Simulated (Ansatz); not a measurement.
**HfHCl (triplet): the correlation ladder, def2-TZVPP**

One table from this session's results is given with a row withheld; the runs are named, their logs left out.

Program: Ansatz 0.2.0, Gaussian basis. Level of theory: def2-TZVPP, core rule «outside noble gas», up to 9 orbitals frozen. These are calculated values, not measurements.

The runs, in order: UHF; ROHF; CCSD(T) on UHF.

2 further runs of the same task are left out: 2 set aside as unsound or not needed.

**The system**

The geometry is a PBE0/def2-TZVP stationary point (not a proven minimum). No spin-orbit coupling is included. Elements past krypton take def2 core potentials.

3 atoms, charge 0, spin multiplicity 3.

Atoms are counted from 1 here; the program's logs count them from 0.

Bond lengths: Hf1–Cl2 2.375 Å, Hf1–H3 1.924 Å. Angles: Cl2–Hf1–H3 180.0°.

Set-up of the first run:

Input file in.yaml:

```yaml
crystal:
  periodic: [false, false, false]
  atoms:
    - {symbol: Hf, position_ang: [0.000000, 0.000000, 0.150300]}
    - {symbol: Cl, position_ang: [0.000000, 0.000000, -2.224700]}
    - {symbol: H, position_ang: [0.000000, 0.000000, 2.074400]}
basis:
  gaussian: {orbitals: def2-TZVPP}
magnetization: {spin_polarized: true, initial_magnetization: 2}
hamiltonian: {xc: hf}
output: {orbitals: {seedname: orbitals}}
```

Command:

```console
$ ansatz run in.yaml --threads 1 --pin off --events-out ev --progress --plain --max-ram 4096MiB --backend cpu
```

Among the steps run: UHF; ROHF; CCSD(T) on UHF.

One of the session's tables, all rows but one given; the rest of the session is left out.

| method | from UCCSD(T) (kcal/mol) |
| --- | --- |
| ROHF | +187.02 |
| UHF | ? |
| UMP2 | +23.93 |
| UCCSD | +7.27 |
| UCCSD(T) | 0 |

**Question.** Estimate the row for UHF.

**Answer.** from UCCSD(T) (kcal/mol): +184.59. In the column «from UCCSD(T) (kcal/mol)» it lies between UMP2 (+23.93) and ROHF (+187.02).

With the free atoms at the same levels and basis (separate runs), the atomisation energy is 7.559 eV at UCCSD(T), 6.581 eV at ROHF.
